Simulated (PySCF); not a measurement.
# C6H5FS: the cost of one run

Computed with PySCF 2.14.0 and routines of our own; the level stands in each step. Atoms count from 0.

## Step 1: The system as given

13 atoms, charge 0, multiplicity 1; geometry from: GFN2-xTB.

## Step 2: Magnetic properties: GIAO HF/pcSseg-1

What the job is given:

```
{"job": {"kind": "mag", "xc": "HF", "basis": "pcSseg-1", "isotopologues": 2}, "charge": 0, "multiplicity": 1}
C     -2.503167     0.290273    -0.001577
C     -1.540924    -0.456159    -0.536498
C     -0.130376    -0.312433    -0.277769
S      1.004608    -1.373453    -1.057028
C      2.341653    -0.618172    -0.290784
C      1.958838     0.397915     0.524664
C      0.559733     0.562883     0.525161
F     -0.030988     1.515075     1.266444
H     -3.536881     0.119264    -0.245948
H     -2.297410     1.087716     0.690013
H     -1.787704    -1.250268    -1.229220
H      3.333106    -0.971655    -0.489437
H      2.625123     1.009500     1.104250
```

Level: GIAO HF/pcSseg-1 magnetisability, rotational g tensor and spin-rotation constants, non-relativistic, gas phase.

On the command line:

```bash
$ OMP_NUM_THREADS=1 python excited_run.py task.json out
```

The driver reads the jobs from task.json and runs them one after another.

**Question.** How long does this first job take on 1 thread of Arm Neoverse V1, shared host, and how much memory does it need?

About 12 s, with a peak of 0.81 GiB.
